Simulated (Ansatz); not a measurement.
# Cl2H2Se2Ti: basis-set convergence

An exercise on one series of results from a longer session: the logs are not shown, and one member is left open.

Computed with Ansatz 0.2.0, Gaussian basis. Level: one geometry, several basis sets.

Plan: PBE0-D4/def2-SVP; ωB97M-V/def2-SVP; PBE0-D4/def2-QZVPP; ωB97M-V/def2-QZVPP; the functionals' def2-TZVPP values are taken from earlier runs.

### The geometry

The geometry comes from an earlier relaxation with PBE0-D4 in a triple-zeta def2 set; it is a stationary point, not always the lowest conformer.

SMILES `[Cl][Ti]([Cl])([SeH])[SeH]`, 7 atoms, charge 0, spin multiplicity 1.

Atoms are counted from 1 here; the program's logs count them from 0.

Bond lengths: Cl1–Ti2 2.170 Å, Ti2–Cl3 2.170 Å, Ti2–Se4 2.399 Å, Ti2–Se5 2.399 Å, Se4–H6 1.474 Å, Se5–H7 1.474 Å. Angles: Cl1–Ti2–Cl3 115.9°, Cl1–Ti2–Se4 112.4°, Cl1–Ti2–Se5 103.7°, Cl3–Ti2–Se4 103.7°, Cl3–Ti2–Se5 112.4°, Se4–Ti2–Se5 108.7°, Ti2–Se4–H6 89.3°, Ti2–Se5–H7 89.3°.

The first run:

The input, in.yaml:

```yaml
crystal:
  periodic: [false, false, false]
  atoms:
    - {symbol: Cl, position_ang: [-0.899359, -2.395076, -0.403764]}
    - {symbol: Ti, position_ang: [0.160243, -0.610394, 0.228786]}
    - {symbol: Cl, position_ang: [1.745567, -0.912976, 1.679017]}
    - {symbol: Se, position_ang: [-1.285675, 0.983379, 1.288865]}
    - {symbol: Se, position_ang: [0.967657, 0.331194, -1.824552]}
    - {symbol: H, position_ang: [-2.094548, 1.040082, 0.058064]}
    - {symbol: H, position_ang: [1.467315, 1.495890, -1.072117]}
basis:
  gaussian: {orbitals: def2-SVP}
hamiltonian: {xc: pbe0, dispersion: d4}
output: {orbitals: {seedname: orbitals}}
```

Command:

```sh
$ ansatz run in.yaml --threads 4 --pin off --events-out ev --progress --plain --max-ram 11315MiB
```

Steps of the session up to this table: PBE0-D4 in def2-SVP; ωB97M-V in def2-SVP; PBE0-D4 in def2-QZVPP; ωB97M-V in def2-QZVPP.

One table of the session follows, with a row left open; its other results are not shown here.

It belongs to the step «Functionals by basis». 

```
functional       basis  HOMO (eV)  LUMO (eV)
   PBE0-D4    def2-SVP      -7.37      -3.46
   PBE0-D4  def2-TZVPP      -7.43      -3.44
   PBE0-D4  def2-QZVPP      -7.44      -3.46
   ωB97M-V    def2-SVP      -9.36      -1.27
   ωB97M-V  def2-TZVPP          ?          ?
   ωB97M-V  def2-QZVPP      -9.47      -1.32
```

Estimate the missing values for ωB97M-V, def2-TZVPP.

As computed: HOMO (eV): -9.45; LUMO (eV): -1.30. In the column «HOMO (eV)» it lies between ωB97M-V, def2-QZVPP (-9.47) and ωB97M-V, def2-SVP (-9.36).
